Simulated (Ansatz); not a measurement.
# ZrZn, space group Pm-3m: an all-electron equation of state

Program: Ansatz's Python interface.

Typed at the interpreter:
```pycon
>>> import warnings
>>> import ansatz as az
>>> from ase.eos import EquationOfState
>>> from ase.units import GPa
>>> import numpy as np
>>> VECTORS = np.array([
...     [3.336, 0.0, 0.0],
...     [0.0, 3.336, 0.0],
...     [0.0, 0.0, 3.336],
... ])
>>> SITES = [
...     ('Zr', (0.5, 0.5, 0.5)),
...     ('Zn', (0.0, 0.0, 0.0)),
... ]
>>> def on_lattice(cell):
...     crystal = az.Crystal(lattice=az.Lattice.of(cell))
...     for symbol, position in SITES:
...         crystal = crystal.atom(symbol, position)
...     return crystal
...
>>> warnings.simplefilter('ignore', az.DeckWarning)
>>> volumes, energies = [], []
>>> for scale in np.linspace(0.94, 1.06, 7):
...     cell = VECTORS * scale ** (1 / 3)
...     setup = (
...         on_lattice(cell).calculation()
...         .functional(az.Functional.PBESOL)  # level of theory
...         .occupations('Gaussian')  # fractional filling near the Fermi level
...         .scf(tolerance=1e-09, extra_bands=4)
...         .kpoints(7, 7, 7)
...         .pseudopotentials('all_electron', lapw=True, basis_error=0.0005)  # how the cores are treated
...     )
...     data = setup.run(threads=1).report
...     volumes.append(abs(np.linalg.det(cell)) / len(SITES))
...     energies.append(data['free_energy_ev'] / len(SITES))
...     print(f'{scale:.3f} {volumes[-1]:9.4f} A^3/atom {energies[-1]:16.5f} eV/atom  +- {1000 * data["lapw_basis_errors"]["total_ev_per_atom"]:.2f} meV')
...
0.940   17.4492 A^3/atom     -73353.72190 eV/atom  +- 0.13 meV
0.960   17.8205 A^3/atom     -73353.72530 eV/atom  +- 0.13 meV
0.980   18.1917 A^3/atom     -73353.72292 eV/atom  +- 0.12 meV
1.000   18.5630 A^3/atom     -73353.71538 eV/atom  +- 0.12 meV
1.020   18.9343 A^3/atom     -73353.70320 eV/atom  +- 0.13 meV
1.040   19.3055 A^3/atom     -73353.68686 eV/atom  +- 0.12 meV
1.060   19.6768 A^3/atom     -73353.66680 eV/atom  +- 0.12 meV
>>> v0, e0, bulk = EquationOfState(volumes, energies, eos='birchmurnaghan').fit()
>>> print(f'V0 = {v0:.4f} A^3/atom, B0 = {bulk / GPa:.1f} GPa')
V0 = 17.8458 A^3/atom, B0 = 117.4 GPa
```

A third-order Birch-Murnaghan fit through the 7 points has its minimum at 17.85 Å³ an atom, 3.9 % below the typed cell, with a bulk modulus of 119 GPa and dB/dP = 4.3. From that minimum the energy rises by 3.4 meV an atom on the compressed side and 58.5 meV on the expanded side. The window is off centre, so dB/dP is rough.

What to keep in mind:
- The settings weren't tested for convergence.
- Spin is left out of this run.
- The structure is a deposited one; some such entries were measured under pressure or heat, so a shift against it needn't be the functional's error alone.
- Wall time of the script: 26 s on 1 thread of Intel(R) Xeon(R) 6975P-C (Granite Rapids), with other jobs on the host, peak memory 0.38 GiB.

(Lines on the test bed's own set-up are left out of the output.)
